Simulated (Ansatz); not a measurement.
# Zr2Au: the cost of one run

Program: Ansatz 0.2.0. Level of theory: DFT r2SCAN, scalar-relativistic, plane waves, PAW. These are calculated values, not measurements.

## (1) The structure to begin with

It takes space group I4/mmm (No. 139, tetragonal). Conventional cell: a = 3.272 Å, b = 3.272 Å, c = 11.500 Å, α = 90.00°, β = 90.00°, γ = 90.00°. Around Zr (site symmetry 4mm) lie 4 Au at 2.96 Å and 8 Zr at 3.10 to 3.27 Å. Au (site symmetry 4/mmm) has 8 Zr at 2.96 Å and 4 Au at 3.27 Å as nearest neighbours.

As a file:

```xyz
3
Lattice="-1.6360 1.6360 5.7500 1.6360 -1.6360 5.7500 1.6360 1.6360 -5.7500" Properties=species:S:1:pos:R:3 pbc="T T T"
Zr    0.0000    0.0000    3.9100
Zr    0.0000    0.0000    7.5900
Au    0.0000    0.0000    0.0000
```

The structure comes from the Crystallography Open Database.

(A quick probe on a coarse mesh, which set the mesh and smearing, is not shown.)

## (3) Full relaxation

input.yaml reads:

```yaml
crystal:
  lattice:
    - [-1.636, 1.636, 5.75]
    - [1.636, -1.636, 5.75]
    - [1.636, 1.636, -5.75]
  atoms:
    - { symbol: Zr, position: [0.34, 0.34, 0.0] }
    - { symbol: Zr, position: [0.66, 0.66, 0.0] }
    - { symbol: Au, position: [0.0, 0.0, 0.0] }
basis:
  ecutwfc: 500
kpoints:
  mp_grid: { grid: [18, 18, 18] }
hamiltonian:
  xc: r2scan
scf:
  occupations: { method: gaussian, width: 0.1 }
output:
  forces: true
  stress: true
  eigenvalues: true
relax:
  adjacent_minimum: "off"
  f_tol: 0.005
  max_steps: 80
  cell: { stress_tol: 0.05 }
```

What time and memory should one allow on 1 thread of an Arm CPU, shared host?

About 9.7 min, with a peak of 1.1 GiB.
